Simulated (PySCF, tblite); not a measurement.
# C2H7B2N2P: geometry, infrared bands and NMR shifts

What infrared bands and NMR shifts should C2H7B2N2P (`C#CB(N)NBP`) show?

Computed with tblite 0.8.0 and PySCF 2.14.0, with density-fitted response routines of our own, on a single molecule in the gas phase. Atoms count from 0, in the outputs and in this text.

**1. The starting structure**

14 atoms, charge 0, multiplicity 1; geometry from: force field or distance geometry start.

Bonds of the start (Å): C0–C1 1.22, C1–B2 1.52, B2–N3 1.54, B2–N4 1.50, N4–B5 1.50, B5–P6 1.94, C0–H7 1.06, N3–H8 1.02, N3–H9 1.06, N4–H10 1.06, B5–H11 1.18, P6–H12 1.47, P6–H13 1.45.

**2. Optimising the geometry with GFN2-xTB**

What the job is given:

```
{"job": {"kind": "relax", "xc": "GFN2-xTB", "basis": "xTB"}, "charge": 0, "multiplicity": 1}
C      2.533700    -1.794800     0.171600
C      1.884300    -0.768400     0.238500
B      1.095400     0.531000     0.324800
N      1.844300     1.735900     0.927200
N     -0.403600     0.615100     0.416000
B     -1.172500    -0.623000     0.074800
P     -3.047000    -0.333700    -0.347500
H      3.098200    -2.683300     0.093300
H      1.672200     2.550000     0.345200
H      1.336600     1.887800     1.850400
H     -0.761300     1.470300    -0.094300
H     -0.685500    -1.696800     0.082700
H     -3.630800     0.674500     0.542300
H     -3.764900    -1.565300    -0.087100
```

On the command line:

```bash
$ OMP_NUM_THREADS=1 python probes_run.py task.json out
```

This one command runs all jobs of the session in turn.

**Question.** This job is followed by: GFN2-xTB harmonic vibrations, gas phase; GIAO PBE0/pcSseg-1 NMR shielding, non-relativistic, gas phase. What will the session give for the following? strongest single infrared mode (GFN2-xTB); zero-point energy (GFN2-xTB); ¹³C shifts against TMS (PBE0/pcSseg-1); ¹H shifts against TMS (PBE0/pcSseg-1, means over atoms taken as alike); ¹¹B shifts against BF3·OEt2 (PBE0/pcSseg-1); ¹⁵N shifts against NH3 (PBE0/pcSseg-1); ³¹P shifts against H3PO4 (PBE0/pcSseg-1).

The runs gave:

| quantity | value |
| --- | --- |
| strongest single infrared mode (GFN2-xTB) | 1399 cm⁻¹, 823 km/mol |
| zero-point energy (GFN2-xTB) | 60.3 kcal/mol |
| ¹³C shifts against TMS (PBE0/pcSseg-1) | 100.3, 89.7 ppm |
| ¹H shifts against TMS (PBE0/pcSseg-1, means over atoms taken as alike) | 6.57, 5.55, 3.16, 2.13, 1.69 ppm |
| ¹¹B shifts against BF3·OEt2 (PBE0/pcSseg-1) | 52.9, 20.4 ppm |
| ¹⁵N shifts against NH3 (PBE0/pcSseg-1) | 166.2, 89.5 ppm |
| ³¹P shifts against H3PO4 (PBE0/pcSseg-1) | -233.4 ppm |

Over 92 steps the energy fell by 2.099 eV; of the close pairs, B2–N3 changed most, 1.541 to 1.395 Å. All 36 modes are real, so the xTB geometry is a minimum. The strongest single mode, at 1399 cm⁻¹, is carried by N4, B2, H10, B5. Unscaled tight-binding wavenumbers are off by several per cent, some by more. Its intensities can rank the bands wrongly. At PBE0/pcSseg-1: Shielding is most anisotropic at C1 (span 299 ppm, paramagnetic term -159 ppm).
